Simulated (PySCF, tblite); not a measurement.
# 2-fluoroanisole: a rotation path, then NMR shifts on frames, part 1 of 2

Aim: move 2-fluoroanisole (`COc1ccccc1F`) away from its starting geometry and see how NMR shifts follow the geometry.

The runs use tblite 0.8.0 and PySCF 2.14.0, with density-fitted response routines of our own; the level of theory stands in each step. All values are computed, except where a source is named. Atoms are numbered from 0 throughout.

## (1) The starting structure

16 atoms, charge 0, multiplicity 1; geometry from: GFN2-xTB.

Bonds of the start (Å): C0–O1 1.41, O1–C2 1.36, C2–C3 1.39, C3–C4 1.39, C4–C5 1.38, C5–C6 1.39, C6–C7 1.38, C7–F8 1.35, C7–C2 1.40, C0–H9 1.09, C0–H10 1.09, C0–H11 1.09, C3–H12 1.08, C4–H13 1.08, C5–H14 1.08, C6–H15 1.08.

## (2) A band between two rotamers with GFN2-xTB

The job: settings as JSON, then the geometry in Å.

```
{"job": {"kind": "neb", "xc": "GFN2-xTB", "basis": "xTB", "atoms": [3, 2, 1, 0], "turn": 180}, "charge": 0, "multiplicity": 1}
C      2.694577     0.024972     0.029765
O      1.608306     0.858756     0.348686
C      0.350989     0.387296     0.155115
C      0.020884    -0.874700    -0.326083
C     -1.305563    -1.245101    -0.484735
C     -2.327924    -0.373073    -0.165382
C     -2.022402     0.889686     0.318642
C     -0.703005     1.254432     0.470122
F     -0.412452     2.486779     0.937837
H      3.585371     0.608028     0.256110
H      2.694444    -0.886282     0.636310
H      2.697238    -0.242862    -1.031752
H      0.797158    -1.578258    -0.580558
H     -1.533002    -2.229863    -0.864130
H     -3.357975    -0.667326    -0.290251
H     -2.794241     1.596461     0.578895
```

Method: GFN2-xTB climbing-image nudged elastic band, gas phase.

The run is started by

```sh
OMP_NUM_THREADS=1 python probes_run.py task.json out
```

One launch serves the whole session: the jobs run in the order shown.

Output:

```text
image   E - E0 / eV
  0      -0.0000
  1       0.0413
  2       0.1193
  3       0.1768
  4       0.1845
  5       0.1389
  6       0.0956
  7       0.0392
  8       0.0049
```

It took 3.2 s on 1 thread of AMD EPYC 7B13, shared host; peak memory 0.18 GiB.

The final band, with the dihedral C3–C2–O1–C0:

```tsv
image	dihedral (°)	energy (eV)	energy (kcal/mol)
0	1	0.000	0.0
1	21	0.041	1.0
2	45	0.119	2.8
3	70	0.177	4.1
4	94	0.184	4.3
5	119	0.139	3.2
6	140	0.096	2.2
7	159	0.039	0.9
8	181	0.005	0.1
```

## (3) NMR shieldings: image 0, PBE0/pcSseg-1

The job: settings as JSON, then the geometry in Å.

```
{"job": {"kind": "nmr", "xc": "PBE0", "basis": "pcSseg-1", "pop": false}, "charge": 0, "multiplicity": 1}
C      2.694600     0.025000     0.029800
O      1.608300     0.858800     0.348700
C      0.351000     0.387300     0.155100
C      0.020900    -0.874700    -0.326100
C     -1.305600    -1.245100    -0.484700
C     -2.327900    -0.373100    -0.165400
C     -2.022400     0.889700     0.318600
C     -0.703000     1.254400     0.470100
F     -0.412500     2.486800     0.937800
H      3.585400     0.608000     0.256100
H      2.694400    -0.886300     0.636300
H      2.697200    -0.242900    -1.031800
H      0.797200    -1.578300    -0.580600
H     -1.533000    -2.229900    -0.864100
H     -3.358000    -0.667300    -0.290300
H     -2.794200     1.596500     0.578900
```

With the program's defaults for keys left out, this is: GIAO PBE0/pcSseg-1 NMR shielding, non-relativistic, gas phase.

Output:

```text
coarse grid: 14120 points
cycle   1  E = -445.3056829613  dE =  1.629e+00  |g| = 6.505e-01  |ddm| = 3.887e+00
cycle   2  E = -445.2331179080  dE =  7.257e-02  |g| = 9.179e-01  |ddm| = 1.397e+00
cycle   3  E = -445.3842549273  dE = -1.511e-01  |g| = 1.072e-01  |ddm| = 8.191e-01
cycle   4  E = -445.3867136671  dE = -2.459e-03  |g| = 3.555e-02  |ddm| = 1.254e-01
cycle   5  E = -445.3870095144  dE = -2.958e-04  |g| = 9.980e-03  |ddm| = 4.182e-02
cycle   6  E = -445.3870271089  dE = -1.759e-05  |g| = 5.017e-03  |ddm| = 1.310e-02
cycle   7  E = -445.3870332883  dE = -6.179e-06  |g| = 9.244e-04  |ddm| = 5.384e-03
final grid: 138872 points
cycle   8  E = -445.4575238132  dE = -3.842e-05  |g| = 1.259e-02  |ddm| = 4.784e-02
cycle   9  E = -445.4574827098  dE =  4.110e-05  |g| = 1.962e-02  |ddm| = 2.459e-02
cycle  10  E = -445.4575544827  dE = -7.177e-05  |g| = 1.916e-03  |ddm| = 1.678e-02
cycle  11  E = -445.4575553587  dE = -8.761e-07  |g| = 3.655e-04  |ddm| = 2.349e-03
cycle  12  E = -445.4575553826  dE = -2.386e-08  |g| = 2.013e-04  |ddm| = 5.246e-04
cycle  13  E = -445.4575553925  dE = -9.928e-09  |g| = 2.811e-05  |ddm| = 1.865e-04
cycle  14  E = -445.4575553927  dE = -1.596e-10  |g| = 1.027e-05  |ddm| = 3.213e-05
converged SCF energy = -445.4575553927

GIAO shielding tensors (ppm)
atom      isotropic    diamagn.    paramagn.     s11        s22        s33       span
  0 C      131.295     245.223    -113.928    102.316    112.685    178.885     76.569
  1 O      246.057     394.361    -148.304    150.041    267.812    320.318    170.277
  2 C       31.592     256.274    -224.681    -28.166      7.392    115.550    143.716
  3 C       71.917     258.798    -186.880    -17.302     53.919    179.136    196.438
  4 C       58.117     253.288    -195.171    -49.976     47.141    177.187    227.162
  5 C       61.582     255.129    -193.547    -42.137     50.350    176.534    218.671
  6 C       64.221     257.461    -193.240    -23.438     50.537    165.563    189.001
  7 C       24.303     247.990    -223.687    -41.740     27.854     86.795    128.535
  8 F      311.120     474.453    -163.333    235.685    292.296    405.379    169.694
  9 H       27.306      27.483      -0.177     22.686     25.985     33.247     10.560
 10 H       27.976      29.422      -1.446     24.497     25.423     34.009      9.512
 11 H       27.997      29.437      -1.440     24.554     25.417     34.020      9.467
 12 H       24.856      33.560      -8.704     20.621     24.438     29.508      8.887
 13 H       24.422      30.752      -6.330     20.848     25.294     27.123      6.275
 14 H       24.579      29.912      -5.334     21.097     25.869     26.770      5.673
 15 H       24.320      29.660      -5.340     20.804     24.725     27.431      6.628
```

Wall time 23 s (1 thread of AMD EPYC 7B13, shared host); peak memory 0.84 GiB.

Shifts follow as δ = σ(reference) − σ, with reference shieldings (ppm) from runs at the same level and on the same kind of geometry: 1H TMS 31.72, 13C TMS 186.9, 19F CFCl3 170.9, 17O H2O 336.1. The references are single molecules in the gas phase, so shifts against H2O, NH3, PH3, H3PO4 or CFCl3 are not on the usual liquid scales and can be off by tens of ppm. Each atom is listed at this fixed geometry, with no averaging over motion; a spectrum would average atoms that exchange fast.

```tsv
atoms	environment	σ (ppm)	δ (ppm)
C7	aromatic carbon bearing fluorine	24.3	162.6
C2	aromatic carbon bearing oxygen	31.6	155.3
C4	aromatic CH	58.1	128.8
C5	aromatic CH	61.6	125.3
C6	aromatic CH	64.2	122.7
C3	aromatic CH	71.9	115.0
C0	methyl carbon bonded to O	131.3	55.6
H15	hydrogen on an aromatic CH	24.32	7.40
H13	hydrogen on an aromatic CH	24.42	7.29
H14	hydrogen on an aromatic CH	24.58	7.14
H12	hydrogen on an aromatic CH	24.86	6.86
H9	hydrogen on a methyl carbon bonded to O	27.31	4.41
H10	hydrogen on a methyl carbon bonded to O	27.98	3.74
H11	hydrogen on a methyl carbon bonded to O	28.00	3.72
O1	ether oxygen	246.1	90.0
F8	aryl fluorine	311.1	-140.2
```

Ring of atoms C2, C3, C4, C5, C6, C7: NICS(0) -11.2, NICS(1) -11.4, NICS(1)zz -27.2 ppm (means of both faces).

## (4) Nuclear shieldings: image 2, PBE0/pcSseg-1

The job: settings as JSON, then the geometry in Å.

```
{"job": {"kind": "nmr", "xc": "PBE0", "basis": "pcSseg-1", "pop": false}, "charge": 0, "multiplicity": 1}
C      2.678700     0.157300    -0.086800
O      1.616900     0.579500     0.738000
C      0.350600     0.218700     0.376900
C     -0.028900    -1.049100    -0.050800
C     -1.351500    -1.324300    -0.354600
C     -2.318500    -0.340200    -0.254200
C     -1.965800     0.928400     0.175000
C     -0.648200     1.190100     0.487100
F     -0.301900     2.427900     0.893800
H      3.580100     0.555800     0.374400
H      2.760000    -0.930100    -0.155800
H      2.572100     0.575200    -1.093500
H      0.709300    -1.831300    -0.133200
H     -1.622400    -2.318400    -0.678000
H     -3.345600    -0.552300    -0.505500
H     -2.692400     1.721800     0.255800
```

With the program's defaults for keys left out, this is: GIAO PBE0/pcSseg-1 NMR shielding, non-relativistic, gas phase.

Output:

```text
coarse grid: 14120 points
cycle   1  E = -445.3015002287  dE =  1.616e+00  |g| = 6.555e-01  |ddm| = 3.894e+00
cycle   2  E = -445.2283213165  dE =  7.318e-02  |g| = 9.251e-01  |ddm| = 1.387e+00
cycle   3  E = -445.3807523894  dE = -1.524e-01  |g| = 1.054e-01  |ddm| = 8.372e-01
cycle   4  E = -445.3831134682  dE = -2.361e-03  |g| = 3.627e-02  |ddm| = 1.278e-01
cycle   5  E = -445.3834187532  dE = -3.053e-04  |g| = 1.172e-02  |ddm| = 4.475e-02
cycle   6  E = -445.3834464256  dE = -2.767e-05  |g| = 4.894e-03  |ddm| = 1.487e-02
cycle   7  E = -445.3834522904  dE = -5.865e-06  |g| = 8.735e-04  |ddm| = 5.069e-03
final grid: 138872 points
cycle   8  E = -445.4540935387  dE = -3.396e-05  |g| = 1.238e-02  |ddm| = 4.013e-02
cycle   9  E = -445.4540573296  dE =  3.621e-05  |g| = 1.891e-02  |ddm| = 2.334e-02
cycle  10  E = -445.4541230933  dE = -6.576e-05  |g| = 1.685e-03  |ddm| = 1.553e-02
cycle  11  E = -445.4541237559  dE = -6.626e-07  |g| = 3.251e-04  |ddm| = 2.042e-03
cycle  12  E = -445.4541237746  dE = -1.867e-08  |g| = 1.859e-04  |ddm| = 4.764e-04
cycle  13  E = -445.4541237833  dE = -8.696e-09  |g| = 2.856e-05  |ddm| = 1.798e-04
cycle  14  E = -445.4541237834  dE = -1.731e-10  |g| = 9.597e-06  |ddm| = 3.172e-05
converged SCF energy = -445.4541237834

GIAO shielding tensors (ppm)
atom      isotropic    diamagn.    paramagn.     s11        s22        s33       span
  0 C      128.005     244.441    -116.436     98.074    103.679    182.261     84.187
  1 O      269.012     396.047    -127.035    175.179    279.091    352.766    177.587
  2 C       30.285     255.666    -225.381    -31.647      8.940    113.562    145.209
  3 C       64.851     257.072    -192.221    -28.601     43.670    179.484    208.085
  4 C       58.402     253.613    -195.211    -48.838     46.815    177.229    226.067
  5 C       59.675     255.119    -195.445    -43.126     45.485    176.665    219.791
  6 C       63.987     257.776    -193.789    -23.354     49.880    165.435    188.789
  7 C       22.259     248.664    -226.405    -46.576     25.479     87.874    134.450
  8 F      307.883     474.630    -166.747    230.403    288.788    404.457    174.054
  9 H       27.450      27.713      -0.264     23.346     25.537     33.465     10.119
 10 H       27.466      29.597      -2.131     22.708     26.458     33.233     10.525
 11 H       28.156      29.408      -1.252     24.131     25.971     34.366     10.235
 12 H       24.388      32.848      -8.460     20.141     23.838     29.184      9.043
 13 H       24.420      30.604      -6.184     20.941     25.347     26.972      6.031
 14 H       24.546      29.901      -5.355     21.147     25.759     26.732      5.585
 15 H       24.347      29.790      -5.443     20.902     24.714     27.424      6.522
```

Run time: 23 s. Hardware: 1 thread of AMD EPYC 7B13, shared host; peak memory 0.84 GiB.

This run: δ C7 164.7, C2 156.6, C4 128.5, C5 127.3, H15 7.37, H12 7.33 ppm.

(Continued in part 2 of 2.)
